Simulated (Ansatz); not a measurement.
The system is Ir3Rh.

```
Ir Rh
1.0
     3.84034    0.00000    0.00000
     0.00000    3.84034    0.00000
     0.00000    0.00000    3.84034
Ir Rh
3 1
Direct
  0.50000 0.50000 0.00000
  0.00000 0.50000 0.50000
  0.50000 0.00000 0.50000
  0.00000 0.00000 0.00000
```

The cell comes from a database or a generator and needn't be the stable form of this composition.

Base run:

| Property | Result |
| --- | --- |
| Program | Ansatz 0.2.0 |
| Functional | PBEsol |
| Potentials or basis | all-electron LAPW, scalar-relativistic |
| Cutoff | 283 eV |
| Density cutoff | 1131 eV |
| Basis error allowed | 0.001 eV/atom |
| k mesh | 7 × 7 × 7 |
| Occupations | fermi-dirac, width 0.05 eV |
| Spin | no spin polarisation |

Its results: pressure -6.2 GPa.

**Question.** The run is repeated on the same cell with these changes: functional from PBEsol to LDA; basis error allowed from 0.001 eV/atom to 0.002 eV/atom. What comes out?

**Answer.** Pressure -12.0 GPa.

Not every run made on this cell is shown here.
